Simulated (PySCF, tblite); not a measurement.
# C₃H₉F₂PSi₂: geometry, infrared bands and NMR shifts

What infrared bands and NMR shifts should C₃H₉F₂PSi₂ (`F[C@@H]1C[SiH2][Si@@](F)(P)C1`) show?

Programs: tblite 0.8.0 and PySCF 2.14.0, with density-fitted response routines of our own. Each step states its level of theory. These are calculated values for one molecule in the gas phase, unless marked as measured. Atoms count from 0, in the outputs and in this text.

## Step 1: Starting geometry

17 atoms, charge 0, multiplicity 1; geometry from: force field or distance geometry start.

Bonds of the start (Å): F0–C1 1.38, C1–C2 1.50, C2–Si3 1.88, Si3–Si4 2.26, Si4–F5 1.68, Si4–P6 2.18, Si4–C7 1.88, C7–C1 1.52, C1–H8 1.10, C2–H9 1.11, C2–H10 1.13, Si3–H11 1.44, Si3–H12 1.47, P6–H13 1.46, P6–H14 1.45, C7–H15 1.11, C7–H16 1.10.

## Step 2: Optimising the geometry with GFN2-xTB

What the job is given:

```
{"job": {"kind": "relax", "xc": "GFN2-xTB", "basis": "xTB"}, "charge": 0, "multiplicity": 1}
F     -1.441000    -0.485000    -1.412900
C     -1.657100    -0.460000    -0.045200
C     -1.566700     0.944600     0.485800
Si     0.132300     1.602500     0.008900
Si     0.928800    -0.483100    -0.365100
F      0.882000    -0.865200    -2.002300
P      2.857300    -0.833800     0.582400
C     -0.507700    -1.257700     0.559600
H     -2.628400    -0.916200     0.181700
H     -1.739800     0.966500     1.577900
H     -2.365700     1.519400    -0.074700
H      0.117900     2.414000    -1.175900
H      0.799500     2.190200     1.175800
H      3.455400     0.472300     0.850700
H      3.739500    -1.453900    -0.394200
H     -0.442900    -1.009600     1.638300
H     -0.570700    -2.332900     0.347900
```

Command:

```sh
> OMP_NUM_THREADS=1 python probes_run.py task.json out
```

The driver reads the jobs from task.json and runs them one after another.

**Question.** This job is followed by: GFN2-xTB harmonic vibrations, gas phase; GIAO PBE0/pcSseg-1 NMR shielding, non-relativistic, gas phase. What will the session give for the following? strongest single infrared mode (GFN2-xTB); zero-point energy (GFN2-xTB); ¹³C shifts against TMS (PBE0/pcSseg-1); ¹H shifts against TMS (PBE0/pcSseg-1, means over atoms taken as alike); ¹⁹F shifts against CFCl3 (PBE0/pcSseg-1); ²⁹Si shifts against TMS (PBE0/pcSseg-1); ³¹P shifts against H3PO4 (PBE0/pcSseg-1); surface potential, 1st and 99th percentile.

The runs gave:

```
                                                              quantity                                               value
                             strongest single infrared mode (GFN2-xTB)                               2208 cm⁻¹, 291 km/mol
                                          zero-point energy (GFN2-xTB)                                       70.1 kcal/mol
                                ¹³C shifts against TMS (PBE0/pcSseg-1)                                95.6, 35.6, 23.5 ppm
¹H shifts against TMS (PBE0/pcSseg-1, means over atoms taken as alike)  5.76, 4.15, 3.61, 2.05, 2.03, 1.16, 0.55, 0.52 ppm
                              ¹⁹F shifts against CFCl3 (PBE0/pcSseg-1)                                  -186.2, -206.0 ppm
                               ²⁹Si shifts against TMS (PBE0/pcSseg-1)                                     70.1, -75.6 ppm
                              ³¹P shifts against H3PO4 (PBE0/pcSseg-1)                                          -287.6 ppm
                                 surface potential, 1st and 99th percentile                                  -1.22 V and 1.38 V
```

What this shows: The optimisation took 152 steps and gained 1.167 eV; among the close pairs (by a distance rule), P6–H13 changed most, from 1.461 to 1.385 Å. All 45 modes are real, so the xTB geometry is a minimum. The strongest single mode, at 2208 cm⁻¹, moves mainly H12. Unscaled tight-binding wavenumbers are off by several per cent, some by more. Its intensities can rank the bands wrongly. The most deshielded carbon is C1 (sp3 CH bonded to F), at 95.6 ppm: pulled downfield by the heteroatom. The most deshielded hydrogen is H8 (hydrogen on an sp3 CH bonded to F), at 5.76 ppm: its carbon carries F, which withdraws density. At PBE0/pcSseg-1: The largest span, 145 ppm, is at P6, where the paramagnetic term is -361 ppm. At PBE0/pcSseg-1, counted by nearest atom on the grid, the HOMO lies on P6 39 %; Si3, Si4 about 16 % each, the LUMO on Si4 30 %; Si3 14 %.
